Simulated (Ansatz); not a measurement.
# GeS3: the cost of one run

Method: DFT PBE, scalar-relativistic, plane waves, PAW, in Ansatz 0.2.0.

1 further run of the same task is left out (it didn't finish).

### Step 1. The starting structure

The structure is cubic, space group Pm-3m (No. 221). The conventional cell has a = 4.292 Å, b = 4.292 Å, c = 4.292 Å, α = 90.00°, β = 90.00°, γ = 90.00°. Around Ge (site symmetry m-3m) lie 12 S at 3.03 Å. Around S (site symmetry 4/mmm) lie 4 Ge at 3.03 Å and 8 S at 3.03 Å.

As a file:

```
Ge S
1.0
     4.29161    0.00000    0.00000
     0.00000    4.29161    0.00000
     0.00000    0.00000    4.29161
Ge S
1 3
Direct
  0.00000 0.00000 0.00000
  0.00000 0.50000 0.50000
  0.50000 0.00000 0.50000
  0.50000 0.50000 0.00000
```

This is candidate A: Cu3Au (L1_2) type (Pm-3m, No. 221).

(A quick probe on a coarse mesh, which set the mesh and smearing, is not shown.)

### Step 3. Rough relaxation on the coarse mesh (candidate A)

File input.yaml:

```yaml
crystal:
  lattice:
    - [4.2916091179, 0.0, 0.0]
    - [0.0, 4.2916091179, 0.0]
    - [0.0, 0.0, 4.2916091179]
  atoms:
    - { symbol: Ge, position: [0.0, 0.0, 0.0] }
    - { symbol: S, position: [0.0, 0.5, 0.5] }
    - { symbol: S, position: [0.5, 0.0, 0.5] }
    - { symbol: S, position: [0.5, 0.5, 0.0] }
basis:
  ecutwfc: 420
kpoints:
  mp_grid: { grid: [4, 4, 4] }
hamiltonian:
  xc: pbe
scf:
  occupations: { method: gaussian, width: 0.1 }
  lower_state_search: "off"
output:
  forces: true
  stress: true
  eigenvalues: true
relax:
  adjacent_minimum: "off"
  f_tol: 0.04
  max_steps: 70
  cell: { stress_tol: 0.4 }
```

Run with:

```console
$ ansatz run input.yaml --threads 1 --pin off --max-ram 2560MiB --backend cpu --events-out ev --progress --plain --runs-dir out
```

Q: Estimate wall time and peak memory on 1 thread of Intel Xeon 6975P-C (Granite Rapids), shared host.

About 3.8 s, with a peak of 0.35 GiB.
